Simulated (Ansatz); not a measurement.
## H2S2Zn, SMILES [SH][Zn][SH]: harmonic frequencies at the relaxed geometry, step by step

With the Ansatz DFT code, driven from Python.

The script reads `h2s2zn.xyz`:
```text
5

S    -0.53820    0.40690   -1.71680
Zn    0.06650    0.31530   -0.12760
S     0.90030    0.46840    1.58160
H    -1.19080   -0.41170   -0.86260
H     0.81210   -0.85250    1.08410
```

Notebook, run cell by cell (the value of a cell's last expression is shown):

**Cell 1**
```python
import ansatz as az
import numpy as np
```

**Cell 2**
```python
molecule = az.Crystal.molecule_from_extxyz("h2s2zn.xyz")
```

**Cell 3**
```python
job = molecule.calculation()
job = job.basis(gaussian="def2-SVP")
job = job.functional("PBE")
symbols = [site.symbol for site in molecule.cartesian_sites]
start = np.array([site.position_ang for site in molecule.cartesian_sites], dtype=float)
r = job.relax(force_tolerance=0.003, max_steps=100).run(threads=1, pin="off").report
end = np.array(r["positions_ang"])
```

**Cell 4**
```python
print("bond        before    after (A)")
for i, j in [(0, 1), (0, 3), (1, 2), (1, 3), (2, 4)]:
    d0, d1 = (np.linalg.norm(xyz[i] - xyz[j]) for xyz in (start, end))
    print(f"{symbols[i]}{i}-{symbols[j]}{j}".ljust(10), f"{d0:8.4f} {d1:8.4f}")
```
Output:
```text
bond        before    after (A)
S0-Zn1       1.7028   2.1824
S0-H3        1.3512   1.3649
Zn1-S2       1.9079   2.1822
Zn1-H3       1.6277   2.6113
S2-H4        1.4142   1.3649
```

**Cell 5**
```python
# same settings at the minimum
minimum = az.Crystal.molecule()
for symbol, xyz in zip(symbols, end):
    minimum = minimum.atom(symbol, xyz.tolist())
vibrating = minimum.calculation()
vibrating = vibrating.basis(gaussian="def2-SVP")
vibrating = vibrating.functional("PBE").phonons(temperatures=(200, 600, 100))
vib = vibrating.run(threads=1, pin="off").report["vibrations"]
sums = vib["harmonic_sums"]
modes = [m["omega_inv_cm"] for m in sums["modes_at_gamma"] if m["rigid_motion"] == "no"]
print("frequencies (1/cm):", " ".join(f"{w:.0f}" for w in modes))
print("imaginary modes:", sum(w < 0 for w in modes), " zero-point energy:", round(sums["zero_point_energy_ev"], 4), "eV")
print("T (K)   F_vib (eV)   S_vib (meV/K)   C_vib (meV/K)")
for row in zip(sums["temperatures_k"], sums["vibrational_free_energy_ev"], vib["entropy_ev_per_k"], vib["heat_capacity_ev_per_k"]):
    print(f"{row[0]:6.1f} {row[1]:11.4f} {1000 * row[2]:13.4f} {1000 * row[3]:15.4f}")
```
Output:
```text
frequencies (1/cm): 91 91 144 317 448 611 613 2604 2604
imaginary modes: 0  zero-point energy: 0.4664 eV
T (K)   F_vib (eV)   S_vib (meV/K)   C_vib (meV/K)
 200.0      0.4306        0.3933          0.3826
 300.0      0.3823        0.5670          0.4713
 400.0      0.3183        0.7099          0.5203
 500.0      0.2411        0.8296          0.5512
 600.0      0.1529        0.9322          0.5750
```

The frequencies are harmonic and unscaled, in a modest basis. The result belongs to the one conformer reached from this start, and soft torsions count as harmonic oscillators. The whole script took 35 s on 1 thread of Intel(R) Xeon(R) 6975P-C (Granite Rapids) (shared host), peak memory 0.22 GiB.

(Lines on the test bed's own set-up are left out of the output.)
